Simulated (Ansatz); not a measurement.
**C3H7B: small, medium and large basis sets**

How large a basis does C3H7B need? Two functionals are run in growing sets.

The runs use Ansatz 0.2.0, Gaussian basis; one geometry, several basis sets.

The runs, in order: PBE0-D4/def2-SVP; ωB97M-V/def2-SVP; PBE0-D4/def2-QZVPP; ωB97M-V/def2-QZVPP; the functionals' def2-TZVPP values are taken from earlier runs.

## (1) The geometry

All runs share one geometry, relaxed beforehand with PBE0-D4 in a triple-zeta def2 set.

11 atoms, charge 0, spin multiplicity 1.

Atoms are counted from 1 here; the program's logs count them from 0.

Bond lengths: B1–C2 1.772 Å, B1–C3 1.707 Å, B1–C4 1.772 Å, B1–H5 1.191 Å, B1–H6 1.192 Å, C2–C3 1.405 Å, C2–H7 1.082 Å, C2–H8 1.082 Å, C3–C4 1.405 Å, C3–H9 1.085 Å, C4–H10 1.082 Å, C4–H11 1.082 Å. Angles: C2–B1–C3 47.6°, C2–B1–C4 85.9°, C2–B1–H5 101.5°, C2–B1–H6 120.3°, C3–B1–C4 47.6°, C3–B1–H5 128.6°, C3–B1–H6 110.7°, C4–B1–H5 101.4°, C4–B1–H6 120.3°, H5–B1–H6 120.7°, B1–C2–C3 63.8°, B1–C2–H7 120.8°, B1–C2–H8 106.0°, C3–C2–H7 118.2°, C3–C2–H8 120.5°, H7–C2–H8 116.1°, B1–C3–C2 68.6°, B1–C3–C4 68.7° and more.

As a file:

| atom | x (Å) | y (Å) | z (Å) |
| --- | --- | --- | --- |
| B1 | -0.8965 | 0.0603 | -0.2062 |
| C2 | 0.5005 | 1.1498 | -0.1770 |
| C3 | 0.5973 | -0.0056 | 0.6162 |
| C4 | 0.2785 | -1.2443 | 0.0353 |
| H5 | -1.1056 | -0.0247 | -1.3752 |
| H6 | -1.7944 | 0.2120 | 0.5635 |
| H7 | 0.4451 | 2.1087 | 0.3213 |
| H8 | 0.8936 | 1.1588 | -1.1852 |
| H9 | 0.4431 | 0.1035 | 1.6850 |
| H10 | 0.6469 | -1.5006 | -0.9494 |
| H11 | 0.0568 | -2.0751 | 0.6922 |

## (2) PBE0-D4 in def2-SVP

The input, in.yaml:

```yaml
crystal:
  periodic: [false, false, false]
  atoms:
    - {symbol: B, position_ang: [-0.896487, 0.060348, -0.206211]}
    - {symbol: C, position_ang: [0.500503, 1.149806, -0.177036]}
    - {symbol: C, position_ang: [0.597338, -0.005636, 0.616236]}
    - {symbol: C, position_ang: [0.278530, -1.244295, 0.035298]}
    - {symbol: H, position_ang: [-1.105558, -0.024692, -1.375158]}
    - {symbol: H, position_ang: [-1.794367, 0.212005, 0.563545]}
    - {symbol: H, position_ang: [0.445075, 2.108693, 0.321279]}
    - {symbol: H, position_ang: [0.893564, 1.158756, -1.185203]}
    - {symbol: H, position_ang: [0.443082, 0.103466, 1.685016]}
    - {symbol: H, position_ang: [0.646898, -1.500592, -0.949374]}
    - {symbol: H, position_ang: [0.056823, -2.075062, 0.692208]}
basis:
  gaussian: {orbitals: def2-SVP}
hamiltonian: {xc: pbe0, dispersion: d4}
output: {orbitals: {seedname: orbitals}}
```

After this run come: ωB97M-V in def2-SVP; PBE0-D4 in def2-QZVPP; ωB97M-V in def2-QZVPP.

Before running them: what should the planned runs give, taken together? Wanted: PBE0-D4: double and triple zeta above quadruple; ωB97M-V: double and triple zeta above quadruple.

**Answer**, as computed:

| quantity | value |
| --- | --- |
| PBE0-D4: double and triple zeta above quadruple | 4.43, 0.23 eV |
| ωB97M-V: double and triple zeta above quadruple | 4.70, 0.22 eV |

For PBE0-D4 the step from double to triple zeta gains 4.20 eV and the next only 0.23 eV. These are total energies; as a rule much of such shifts cancels in differences, which this series doesn't test. The LUMO of ωB97M-V is positive and keeps falling with the basis (1.90 to 1.39 eV): an unbound level that the basis holds in place.
